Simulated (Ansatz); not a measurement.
# SnTe: a single-point run

Wanted: a converged single-point run for SnTe, and a check of what comes out. The structure is shown as the input types it.

The COD entry's cell or inner coordinates are ideal or old and differ from later refinements, so a difference from it is no clean test against experiment.

Computed with Ansatz 0.2.0 (density functional or hybrid calculation with the settings of its input, plane waves (as first typed), unless a step's input says otherwise).

2 further runs of the same task are left out: 2 that didn't finish.

### 1 The starting structure

Symmetry: Fm-3m, No. 225, cubic system. The conventional cell has a = 6.379 Å, b = 6.379 Å, c = 6.379 Å, α = 90.00°, β = 90.00°, γ = 90.00°. Sn (site symmetry m-3m) is surrounded by 6 Te at 3.19 Å. Around Te (site symmetry m-3m) lie 6 Sn at 3.19 Å.

Coordinates:

```
Sn Te
1.0
     0.00000    3.18935    3.18935
     3.18935    0.00000    3.18935
     3.18935    3.18935    0.00000
Sn Te
1 1
Direct
  0.00000 0.00000 0.00000
  0.50000 0.50000 0.50000
```

### 2 The run

input.yaml

```yaml
crystal:
  lattice:
    - [0.0, 3.1893545757, 3.1893545757]
    - [3.1893545757, 0.0, 3.1893545757]
    - [3.1893545757, 3.1893545757, 0.0]
  atoms:
    - { symbol: Sn, position: [0.0, 0.0, 0.0] }
    - { symbol: Te, position: [0.5, 0.5, 0.5] }
kpoints:
  mp_grid: { grid: [6, 6, 6] }
hamiltonian:
  xc: pbesol
scf:
  occupations: { method: fermi_dirac, width: 0.02 }
  n_extra_bands: 4
  mixing: { beta: 0.005 }
  max_iter: 53
output:
  forces: true
  stress: true
  eigenvalues: true
```

Command:

```
$ ansatz run input.yaml --threads 4 --pin off --max-ram 3686MiB --backend cpu --events-out ev --progress --plain --runs-dir out
```

**Question.** How will this run end, and is anything wrong with its input?

This run ends as converged. That alone doesn't make the input a sound one.

Look at the input: scf.mixing.beta is 0.005. What could go wrong: mixing too weak. Here it converged all the same; such a setting changes the road, not the converged state.

To check: delete scf.mixing.beta (the default then holds).
